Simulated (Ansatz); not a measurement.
This script makes the interaction energy of a dimer with the counterpoise correction of BCl₂H, SMILES ClBCl with Ansatz 0.2.0, Python API.

`dimer.py`
```python
"""Binding of a BCl2H dimer at a trial geometry."""

import ansatz as az

FIRST = [
    ("Cl", (-1.598, -0.7275, 0.0193)),
    ("B", (-0.0105, 0.1515, -0.0767)),
    ("Cl", (1.4298, -0.6137, 0.7136)),
    ("H", (0.1787, 1.1898, -0.6561)),
]
SECOND = [
    ("Cl", (-1.2239, 2.9928, -0.5139)),
    ("B", (-1.8184, 2.9305, -2.23)),
    ("Cl", (-3.4293, 3.6759, -2.5953)),
    ("H", (-1.214, 2.4654, -3.1617)),
]

def energy(atoms, ghosts=()):
    molecule = az.Crystal.molecule()
    for symbol, xyz in atoms:
        molecule = molecule.atom(symbol, xyz)
    calc = (
        molecule.calculation()
        .basis(gaussian="cc-pVDZ")
        .correlation("MP2")
    )
    deck = calc.input()
    if ghosts:
        deck = deck.set(az.key.basis.gaussian.ghost_atoms, [{"symbol": s, "position_ang": list(xyz)} for s, xyz in ghosts])
    return az.Session.from_dict(deck).plan().execute().report["free_energy_ev"]

# monomers in their own basis and in the basis of the dimer
both = energy(FIRST + SECOND)
alone = energy(FIRST) + energy(SECOND)
ghosted = energy(FIRST, SECOND) + energy(SECOND, FIRST)
print(f"dimer {both:.6f} eV")
print(f"interaction, uncorrected   {23.060548 * (both - alone):8.3f} kcal/mol")
print(f"interaction, counterpoise  {23.060548 * (both - ghosted):8.3f} kcal/mol")
print(f"basis-set superposition    {23.060548 * (alone - ghosted):8.3f} kcal/mol")
```

How large is the interaction at this pose, and how much of it is basis-set superposition?

Uncorrected it is 5.775 kcal/mol, with the counterpoise correction 7.408 kcal/mol; the difference, 1.63 kcal/mol, is the superposition error. In this basis both values are repulsive.

The output:

Output of `python dimer.py`:
```text
dimer -51413.049648 eV
interaction, uncorrected      5.775 kcal/mol
interaction, counterpoise     7.408 kcal/mol
basis-set superposition       1.633 kcal/mol
```

Total energies depend on the basis set; only differences at equal settings carry meaning. The dimer is a generated trial pose of unrelaxed monomers, not a minimum, so the figure is no binding energy, and the basis set is small. The whole script took 5.8 s on 1 thread of Intel(R) Xeon(R) Processor @ 2.30GHz (shared host), peak memory 0.33 GiB.
